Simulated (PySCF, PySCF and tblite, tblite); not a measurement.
# C4H9BO: a path driven as ring inversion, and NMR exchange, part 2 of 2

PySCF and tblite. Atoms count from 0. Earlier steps stand in the parts before.

### 11 Shieldings, start: PBE0/IGLO-II

The job: settings as JSON, then the geometry in Å.

```
{"job": {"kind": "nmr", "xc": "PBE0", "basis": "IGLO-II", "pop": false}, "charge": 0, "multiplicity": 1}
B     -1.433987    -0.066003    -0.149582
C     -0.435134    -1.264799    -0.119533
C      0.952053    -0.885022     0.399533
C      1.321715     0.533447    -0.012692
O      0.446972     1.492900     0.515129
C     -0.876153     1.381368     0.043058
H     -2.606015    -0.213224    -0.423915
H     -0.380093    -1.555423    -1.192331
H     -0.854972    -2.159197     0.370649
H      0.965886    -0.928819     1.501713
H      1.727708    -1.586340     0.048795
H      1.354786     0.605275    -1.123088
H      2.325415     0.795646     0.355146
H     -1.522045     1.972974     0.715702
H     -0.990549     1.885205    -0.950496
```

Output:

```text
coarse grid: 12096 points
cycle   1  E = -257.5860715459  dE =  6.540e-01  |g| = 5.873e-01  |ddm| = 2.811e+00
cycle   2  E = -257.5224156860  dE =  6.366e-02  |g| = 8.404e-01  |ddm| = 1.286e+00
cycle   3  E = -257.6558995772  dE = -1.335e-01  |g| = 8.711e-02  |ddm| = 8.619e-01
cycle   4  E = -257.6569955592  dE = -1.096e-03  |g| = 4.018e-02  |ddm| = 7.667e-02
cycle   5  E = -257.6573529251  dE = -3.574e-04  |g| = 7.925e-03  |ddm| = 3.258e-02
cycle   6  E = -257.6573661031  dE = -1.318e-05  |g| = 8.295e-04  |ddm| = 7.008e-03
cycle   7  E = -257.6573662485  dE = -1.454e-07  |g| = 3.798e-04  |ddm| = 1.050e-03
final grid: 115600 points
cycle   8  E = -257.6491954774  dE = -6.325e-05  |g| = 1.117e-02  |ddm| = 2.590e-02
cycle   9  E = -257.6491723688  dE =  2.311e-05  |g| = 1.596e-02  |ddm| = 1.507e-02
cycle  10  E = -257.6492182227  dE = -4.585e-05  |g| = 1.244e-03  |ddm| = 9.783e-03
cycle  11  E = -257.6492185270  dE = -3.043e-07  |g| = 3.096e-04  |ddm| = 1.322e-03
cycle  12  E = -257.6492185483  dE = -2.126e-08  |g| = 4.900e-05  |ddm| = 2.937e-04
cycle  13  E = -257.6492185487  dE = -4.528e-10  |g| = 1.595e-05  |ddm| = 5.359e-05
converged SCF energy = -257.6492185487

GIAO shielding tensors (ppm)
atom      isotropic    diamagn.    paramagn.     s11        s22        s33       span
  0 B       16.196     194.091    -177.895    -73.217     -2.747    124.552    197.770
  1 C      159.511     243.262     -83.751    131.946    157.439    189.146     57.200
  2 C      161.391     241.602     -80.211    148.862    165.476    169.835     20.973
  3 C      117.734     240.398    -122.664     95.726    104.409    153.066     57.340
  4 O      312.844     389.266     -76.422    259.654    301.468    377.409    117.755
  5 C      113.435     240.991    -127.557     84.695    104.336    151.274     66.579
  6 H       24.040      29.424      -5.384     18.806     25.938     27.377      8.571
  7 H       30.585      29.162       1.423     26.135     29.238     36.382     10.247
  8 H       29.608      28.795       0.813     24.864     28.529     35.433     10.569
  9 H       29.842      29.831       0.011     25.944     28.436     35.147      9.204
 10 H       30.149      29.458       0.691     25.594     28.753     36.101     10.507
 11 H       28.427      29.866      -1.439     23.662     28.570     33.049      9.387
 12 H       27.817      29.285      -1.468     23.409     27.534     32.507      9.097
 13 H       27.250      28.185      -0.935     23.283     25.592     32.874      9.591
 14 H       27.845      27.859      -0.015     23.489     26.146     33.899     10.410
```

Wall time 15 s (1 thread of INTEL XEON PLATINUM 8581C at 2.30GHz, shared host); peak memory 0.78 GiB.

In short: HOMO -6.90 eV, LUMO -0.86 eV; dipole 1.36 D.

### 12 Single-point energy, saddle of leg 1: PBE0/IGLO-II

The job: settings as JSON, then the geometry in Å.

```
{"job": {"kind": "sp", "xc": "PBE0", "basis": "IGLO-II", "pop": false}, "charge": 0, "multiplicity": 1}
B     -1.473826    -0.146480    -0.211206
C     -0.457618    -1.250096     0.226416
C      0.939655    -0.784944    -0.189756
C      1.308852     0.555662     0.436574
O      0.284267     1.522943     0.475309
C     -0.893264     1.303305    -0.263919
H     -2.612343    -0.361825    -0.566697
H     -0.699711    -2.256363    -0.149025
H     -0.519803    -1.317088     1.332992
H      1.720229    -1.512654     0.086312
H      0.978739    -0.709507    -1.290545
H      2.187344     0.974013    -0.092815
H      1.622800     0.389568     1.483633
H     -1.621286     2.059463     0.076164
H     -0.764034     1.534001    -1.353438
```

Output:

```text
coarse grid: 12096 points
cycle   1  E = -257.5767831020  dE =  6.471e-01  |g| = 5.897e-01  |ddm| = 2.810e+00
cycle   2  E = -257.5137518828  dE =  6.303e-02  |g| = 8.415e-01  |ddm| = 1.332e+00
cycle   3  E = -257.6464057511  dE = -1.327e-01  |g| = 8.641e-02  |ddm| = 8.932e-01
cycle   4  E = -257.6474968110  dE = -1.091e-03  |g| = 3.936e-02  |ddm| = 7.740e-02
cycle   5  E = -257.6478407349  dE = -3.439e-04  |g| = 8.091e-03  |ddm| = 3.288e-02
cycle   6  E = -257.6478545332  dE = -1.380e-05  |g| = 8.627e-04  |ddm| = 6.998e-03
cycle   7  E = -257.6478546932  dE = -1.600e-07  |g| = 3.877e-04  |ddm| = 1.128e-03
final grid: 115600 points
cycle   8  E = -257.6411569536  dE = -6.248e-05  |g| = 1.149e-02  |ddm| = 2.323e-02
cycle   9  E = -257.6411328734  dE =  2.408e-05  |g| = 1.637e-02  |ddm| = 1.577e-02
cycle  10  E = -257.6411812584  dE = -4.839e-05  |g| = 1.293e-03  |ddm| = 1.036e-02
cycle  11  E = -257.6411815880  dE = -3.296e-07  |g| = 3.141e-04  |ddm| = 1.408e-03
cycle  12  E = -257.6411816095  dE = -2.152e-08  |g| = 5.217e-05  |ddm| = 2.949e-04
cycle  13  E = -257.6411816100  dE = -5.132e-10  |g| = 1.854e-05  |ddm| = 5.636e-05
converged SCF energy = -257.6411816100
```

Wall time 7.4 s (1 thread of INTEL XEON PLATINUM 8581C at 2.30GHz, shared host); peak memory 0.64 GiB.

Key values: HOMO -6.75 eV, LUMO -0.92 eV; dipole 1.39 D.

### 13 Second level: PBE0/IGLO-II + D3(BJ)

The job: settings as JSON, then the geometry in Å.

```
{"job": {"smiles": "B1CCCOC1", "charge": 0, "mult": 1, "motion": "ring", "what": "6-membered ring", "atoms": [0, 1, 2, 3, 4, 5], "ring": [0, 1, 2, 3, 4, 5], "study": "path", "level": {"kind": "nmr", "xc": "PBE0", "basis": "IGLO-II", "wide": true}, "fields": [360, 800, 900], "first": 0, "seed": 741, "refine": {"xc": "PBE0", "basis": "def2-SVP"}, "kind": "pathvar"}, "charge": 0, "multiplicity": 1}
B     -1.441737    -0.067834    -0.184719
C     -0.431775    -1.271189    -0.158047
C      0.934504    -0.882841     0.419303
C      1.317888     0.522946    -0.047568
O      0.466616     1.509647     0.481454
C     -0.888718     1.383724     0.057330
H     -2.570811    -0.210687    -0.456479
H     -0.299176    -1.601919    -1.195233
H     -0.826316    -2.143784     0.367857
H      0.883510    -0.876054     1.509658
H      1.708900    -1.590420     0.117516
H      1.308617     0.561866    -1.148995
H      2.317824     0.788752     0.304570
H     -1.471150     1.938819     0.799717
H     -1.012590     1.946965    -0.888277
```

Output:

```text
stationary points (kcal/mol above the start)
  n  kind          group   xTB      DFT    lowest mode
  0  minimum      C1       0.00     0.00     139.5
  1  saddle       C1       4.19     5.01     -91.8
  2  minimum      C1       0.00     0.00     138.5

GFN2-xTB energies: T/K, barrier G, reaction G (kcal/mol), k forward, k back (1/s)
 150.00     4.00    -0.00    9.2e+06   9.06e+06
 200.00     4.06    -0.01   3.05e+08   3.01e+08
 250.00     4.13    -0.01   2.53e+09    2.5e+09
 298.15     4.22    -0.01      1e+10    9.9e+09
 350.00     4.33    -0.01    2.9e+10   2.86e+10
 400.00     4.44    -0.01   6.23e+10   6.16e+10
 500.00     4.71    -0.01   1.83e+11   1.81e+11

PBE0-D3(BJ)/def2-SVP energies: T/K, barrier G, reaction G (kcal/mol), k forward, k back (1/s)
 150.00     4.67    -0.01   9.83e+05   9.66e+05
 200.00     4.73    -0.01    5.7e+07   5.61e+07
 250.00     4.80    -0.01   6.62e+08   6.53e+08
 298.15     4.89    -0.01   3.25e+09   3.21e+09
 350.00     4.99    -0.01   1.11e+10    1.1e+10
 400.00     5.11    -0.01   2.69e+10   2.66e+10
 500.00     5.37    -0.01   9.34e+10   9.24e+10

PBE0/pcSseg-1 + D3(BJ) energies: T/K, barrier G, reaction G (kcal/mol), k forward, k back (1/s)
 150.00     4.85    -0.01   5.34e+05   5.25e+05
 200.00     4.91    -0.01    3.6e+07   3.55e+07
 250.00     4.98    -0.01   4.59e+08   4.53e+08
 298.15     5.07    -0.01   2.39e+09   2.36e+09
 350.00     5.18    -0.01   8.55e+09   8.45e+09
 400.00     5.29    -0.01   2.14e+10   2.12e+10
 500.00     5.56    -0.01   7.78e+10   7.69e+10

PBE0/IGLO-II + D3(BJ) energies: T/K, barrier G, reaction G (kcal/mol), k forward, k back (1/s)
 150.00     4.82    -0.01   5.98e+05   5.88e+05
 200.00     4.87    -0.01   3.93e+07   3.87e+07
 250.00     4.95    -0.01   4.91e+08   4.85e+08
 298.15     5.03    -0.01   2.53e+09    2.5e+09
 350.00     5.14    -0.01   8.98e+09   8.87e+09
 400.00     5.26    -0.01   2.24e+10   2.21e+10
 500.00     5.52    -0.01   8.05e+10   7.96e+10
```

It took 2.7 min on 1 thread of INTEL XEON PLATINUM 8581C at 2.30GHz, shared host; peak memory 0.78 GiB. This counts the runs that the step sums up.

Barriers by level (kcal/mol; entropies in cal/(mol K)). Zero-point and thermal terms come from xTB in every row. ΔG‡ leaves symmetry out; the rate counts equivalent paths (a factor of 2); effective ΔG‡, where given, is the barrier that would give that rate by Eyring's equation alone:

```csv
level,ΔE‡,with zero-point,ΔH‡,ΔS‡,ΔG‡ (298 K),ΔE of reaction,k at 298 K (1/s),effective ΔG‡
GFN2-xTB,4.19,3.93,3.60,-2.1,4.22,0.00,1e+10,3.81
PBE0-D3(BJ)/def2-SVP,4.86,4.60,4.27,-2.1,4.89,0.00,3.2e+09,4.48
PBE0/pcSseg-1 + D3(BJ),5.04,4.78,4.45,-2.1,5.07,0.00,2.4e+09,4.66
PBE0/IGLO-II + D3(BJ),5.01,4.75,4.42,-2.1,5.03,0.00,2.5e+09,4.62
```

### 14 Shieldings, start: PBE0/pcSseg-1 in dimethylsulfoxide

The job: settings as JSON, then the geometry in Å.

```
{"job": {"kind": "nmr", "xc": "PBE0", "basis": "pcSseg-1", "solvent": "dimethylsulfoxide", "pop": false}, "charge": 0, "multiplicity": 1}
B     -1.433987    -0.066003    -0.149582
C     -0.435134    -1.264799    -0.119533
C      0.952053    -0.885022     0.399533
C      1.321715     0.533447    -0.012692
O      0.446972     1.492900     0.515129
C     -0.876153     1.381368     0.043058
H     -2.606015    -0.213224    -0.423915
H     -0.380093    -1.555423    -1.192331
H     -0.854972    -2.159197     0.370649
H      0.965886    -0.928819     1.501713
H      1.727708    -1.586340     0.048795
H      1.354786     0.605275    -1.123088
H      2.325415     0.795646     0.355146
H     -1.522045     1.972974     0.715702
H     -0.990549     1.885205    -0.950496
```

Output:

```text
coarse grid: 12096 points
cycle   1  E = -257.4504086778  dE =  6.456e-01  |g| = 5.520e-01  |ddm| = 3.260e+00
cycle   2  E = -257.4143153456  dE =  3.609e-02  |g| = 7.244e-01  |ddm| = 1.074e+00
cycle   3  E = -257.5129136948  dE = -9.860e-02  |g| = 7.113e-02  |ddm| = 6.604e-01
cycle   4  E = -257.5137067552  dE = -7.931e-04  |g| = 2.928e-02  |ddm| = 6.478e-02
cycle   5  E = -257.5138992856  dE = -1.925e-04  |g| = 6.019e-03  |ddm| = 2.603e-02
cycle   6  E = -257.5139071887  dE = -7.903e-06  |g| = 8.015e-04  |ddm| = 5.276e-03
final grid: 115600 points
cycle   7  E = -257.5581092733  dE = -2.707e-05  |g| = 1.106e-02  |ddm| = 2.548e-02
cycle   8  E = -257.5580881419  dE =  2.113e-05  |g| = 1.552e-02  |ddm| = 1.681e-02
cycle   9  E = -257.5581334202  dE = -4.528e-05  |g| = 1.022e-03  |ddm| = 1.002e-02
cycle  10  E = -257.5581336416  dE = -2.214e-07  |g| = 1.420e-04  |ddm| = 9.667e-04
cycle  11  E = -257.5581336458  dE = -4.252e-09  |g| = 3.436e-05  |ddm| = 1.504e-04
cycle  12  E = -257.5581336460  dE = -2.350e-10  |g| = 1.322e-05  |ddm| = 3.757e-05
converged SCF energy = -257.5581336460

GIAO shielding tensors (ppm)
atom      isotropic    diamagn.    paramagn.     s11        s22        s33       span
  0 B       14.117     190.014    -175.897    -78.570     -2.896    123.818    202.387
  1 C      157.607     250.750     -93.143    129.619    154.947    188.255     58.636
  2 C      159.714     247.227     -87.513    146.782    164.360    168.000     21.218
  3 C      116.213     245.557    -129.345     93.827    102.664    152.147     58.320
  4 O      323.376     396.613     -73.237    270.513    312.633    386.981    116.468
  5 C      111.586     247.776    -136.191     84.024    101.704    149.029     65.006
  6 H       23.909      28.829      -4.919     18.787     25.592     27.349      8.562
  7 H       30.017      29.429       0.587     25.443     28.584     36.023     10.580
  8 H       29.168      29.031       0.137     24.334     27.902     35.268     10.933
  9 H       29.595      30.301      -0.706     25.788     28.107     34.890      9.102
 10 H       29.718      29.699       0.019     25.019     28.137     35.997     10.978
 11 H       27.952      30.410      -2.458     23.118     27.989     32.749      9.631
 12 H       27.393      29.030      -1.637     22.819     27.106     32.255      9.435
 13 H       26.754      27.982      -1.228     22.601     25.032     32.629     10.028
 14 H       27.288      27.995      -0.706     22.804     25.497     33.563     10.759
```

It took 12 s on 1 thread of INTEL XEON PLATINUM 8581C at 2.30GHz, shared host; peak memory 0.84 GiB.

This run: HOMO -6.94 eV, LUMO -0.71 eV; dipole 1.81 D.

### 15 Single-point energy, saddle of leg 1: PBE0/pcSseg-1 in dimethylsulfoxide

The job: settings as JSON, then the geometry in Å.

```
{"job": {"kind": "sp", "xc": "PBE0", "basis": "pcSseg-1", "solvent": "dimethylsulfoxide", "pop": false}, "charge": 0, "multiplicity": 1}
B     -1.473826    -0.146480    -0.211206
C     -0.457618    -1.250096     0.226416
C      0.939655    -0.784944    -0.189756
C      1.308852     0.555662     0.436574
O      0.284267     1.522943     0.475309
C     -0.893264     1.303305    -0.263919
H     -2.612343    -0.361825    -0.566697
H     -0.699711    -2.256363    -0.149025
H     -0.519803    -1.317088     1.332992
H      1.720229    -1.512654     0.086312
H      0.978739    -0.709507    -1.290545
H      2.187344     0.974013    -0.092815
H      1.622800     0.389568     1.483633
H     -1.621286     2.059463     0.076164
H     -0.764034     1.534001    -1.353438
```

Output:

```text
coarse grid: 12096 points
cycle   1  E = -257.4407951332  dE =  6.391e-01  |g| = 5.562e-01  |ddm| = 3.265e+00
cycle   2  E = -257.4038268893  dE =  3.697e-02  |g| = 7.309e-01  |ddm| = 1.097e+00
cycle   3  E = -257.5035924846  dE = -9.977e-02  |g| = 7.002e-02  |ddm| = 6.778e-01
cycle   4  E = -257.5043627902  dE = -7.703e-04  |g| = 2.881e-02  |ddm| = 6.417e-02
cycle   5  E = -257.5045495905  dE = -1.868e-04  |g| = 6.172e-03  |ddm| = 2.603e-02
cycle   6  E = -257.5045579059  dE = -8.315e-06  |g| = 8.115e-04  |ddm| = 5.263e-03
final grid: 115600 points
cycle   7  E = -257.5500299711  dE = -2.722e-05  |g| = 1.129e-02  |ddm| = 2.464e-02
cycle   8  E = -257.5500080903  dE =  2.188e-05  |g| = 1.580e-02  |ddm| = 1.756e-02
cycle   9  E = -257.5500555516  dE = -4.746e-05  |g| = 1.044e-03  |ddm| = 1.043e-02
cycle  10  E = -257.5500557817  dE = -2.301e-07  |g| = 1.618e-04  |ddm| = 1.014e-03
cycle  11  E = -257.5500557870  dE = -5.256e-09  |g| = 3.627e-05  |ddm| = 1.582e-04
cycle  12  E = -257.5500557872  dE = -2.608e-10  |g| = 1.556e-05  |ddm| = 4.101e-05
converged SCF energy = -257.5500557872
```

It took 6.4 s on 1 thread of INTEL XEON PLATINUM 8581C at 2.30GHz, shared host; peak memory 0.62 GiB.

In short: HOMO -6.79 eV, LUMO -0.77 eV; dipole 1.80 D.

### 16 Second level: PBE0/pcSseg-1 + D3(BJ), IEF-PCM dimethylsulfoxide

The job: settings as JSON, then the geometry in Å.

```
{"job": {"smiles": "B1CCCOC1", "charge": 0, "mult": 1, "motion": "ring", "what": "6-membered ring", "atoms": [0, 1, 2, 3, 4, 5], "ring": [0, 1, 2, 3, 4, 5], "study": "path", "level": {"kind": "nmr", "xc": "PBE0", "basis": "pcSseg-1", "wide": true, "solvent": "dimethylsulfoxide"}, "fields": [360, 800, 900], "first": 0, "seed": 741, "refine": {"xc": "PBE0", "basis": "def2-SVP"}, "kind": "pathvar"}, "charge": 0, "multiplicity": 1}
B     -1.441737    -0.067834    -0.184719
C     -0.431775    -1.271189    -0.158047
C      0.934504    -0.882841     0.419303
C      1.317888     0.522946    -0.047568
O      0.466616     1.509647     0.481454
C     -0.888718     1.383724     0.057330
H     -2.570811    -0.210687    -0.456479
H     -0.299176    -1.601919    -1.195233
H     -0.826316    -2.143784     0.367857
H      0.883510    -0.876054     1.509658
H      1.708900    -1.590420     0.117516
H      1.308617     0.561866    -1.148995
H      2.317824     0.788752     0.304570
H     -1.471150     1.938819     0.799717
H     -1.012590     1.946965    -0.888277
```

Output:

```text
stationary points (kcal/mol above the start)
  n  kind          group   xTB      DFT    lowest mode
  0  minimum      C1       0.00     0.00     139.5
  1  saddle       C1       4.19     5.03     -91.8
  2  minimum      C1       0.00     0.00     138.5

GFN2-xTB energies: T/K, barrier G, reaction G (kcal/mol), k forward, k back (1/s)
 150.00     4.00    -0.00    9.2e+06   9.06e+06
 200.00     4.06    -0.01   3.05e+08   3.01e+08
 250.00     4.13    -0.01   2.53e+09    2.5e+09
 298.15     4.22    -0.01      1e+10    9.9e+09
 350.00     4.33    -0.01    2.9e+10   2.86e+10
 400.00     4.44    -0.01   6.23e+10   6.16e+10
 500.00     4.71    -0.01   1.83e+11   1.81e+11

PBE0-D3(BJ)/def2-SVP energies: T/K, barrier G, reaction G (kcal/mol), k forward, k back (1/s)
 150.00     4.67    -0.01   9.83e+05   9.66e+05
 200.00     4.73    -0.01    5.7e+07   5.61e+07
 250.00     4.80    -0.01   6.62e+08   6.53e+08
 298.15     4.89    -0.01   3.25e+09   3.21e+09
 350.00     4.99    -0.01   1.11e+10    1.1e+10
 400.00     5.11    -0.01   2.69e+10   2.66e+10
 500.00     5.37    -0.01   9.34e+10   9.24e+10

PBE0/pcSseg-1 + D3(BJ) energies: T/K, barrier G, reaction G (kcal/mol), k forward, k back (1/s)
 150.00     4.85    -0.01   5.34e+05   5.25e+05
 200.00     4.91    -0.01    3.6e+07   3.55e+07
 250.00     4.98    -0.01   4.59e+08   4.53e+08
 298.15     5.07    -0.01   2.39e+09   2.36e+09
 350.00     5.18    -0.01   8.55e+09   8.45e+09
 400.00     5.29    -0.01   2.14e+10   2.12e+10
 500.00     5.56    -0.01   7.78e+10   7.69e+10

PBE0/pcSseg-1 + D3(BJ), IEF-PCM dimethylsulfoxide energies: T/K, barrier G, reaction G (kcal/mol), k forward, k back (1/s)
 150.00     4.84    -0.01   5.49e+05   5.39e+05
 200.00     4.90    -0.01   3.68e+07   3.62e+07
 250.00     4.97    -0.01   4.67e+08    4.6e+08
 298.15     5.06    -0.01   2.43e+09   2.39e+09
 350.00     5.17    -0.01   8.66e+09   8.55e+09
 400.00     5.28    -0.01   2.16e+10   2.14e+10
 500.00     5.55    -0.01   7.84e+10   7.76e+10
```

Wall time 3 min (1 thread of INTEL XEON PLATINUM 8581C at 2.30GHz, shared host); peak memory 0.84 GiB. This counts the runs that the step sums up.

Barriers by level (kcal/mol; entropies in cal/(mol K)). Zero-point and thermal terms come from xTB in every row. ΔG‡ leaves symmetry out; the rate counts equivalent paths (a factor of 2); effective ΔG‡, where given, is the barrier that would give that rate by Eyring's equation alone:

```csv
level,ΔE‡,with zero-point,ΔH‡,ΔS‡,ΔG‡ (298 K),ΔE of reaction,k at 298 K (1/s),effective ΔG‡
GFN2-xTB,4.19,3.93,3.60,-2.1,4.22,0.00,1e+10,3.81
PBE0-D3(BJ)/def2-SVP,4.86,4.60,4.27,-2.1,4.89,0.00,3.2e+09,4.48
PBE0/pcSseg-1 + D3(BJ),5.04,4.78,4.45,-2.1,5.07,0.00,2.4e+09,4.66
"PBE0/pcSseg-1 + D3(BJ), IEF-PCM dimethylsulfoxide",5.03,4.77,4.44,-2.1,5.06,0.00,2.4e+09,4.65
```

### 17 Summary of results

This closing draws on all 2 parts.

| quantity | value |
| --- | --- |
| barrier (PBE0/pcSseg-1 + D3(BJ)) | ΔE‡ 5.0, ΔG‡(298 K) 5.1 kcal/mol |
| barrier (GFN2-xTB) | ΔE‡ 4.2 kcal/mol |
| rate at 298 K | 2.4e+09 s⁻¹ |
| end of the path | the start, renumbered or mirrored |
| coalescence of ¹H H7 | 113 K at 900 MHz |

**Reading.** DFT puts the top 5.0 kcal/mol above the start (xTB: 4.2); the rate from the DFT barrier is 2.4e+09 s⁻¹ at 298 K. An error of 1.4 kcal/mol changes that rate tenfold. The ¹H lines of H7 and its partners, 918 Hz apart at 900 MHz, merge at 113 K, so by this path alone the exchange at 298 K is fast for them; other paths were not followed.
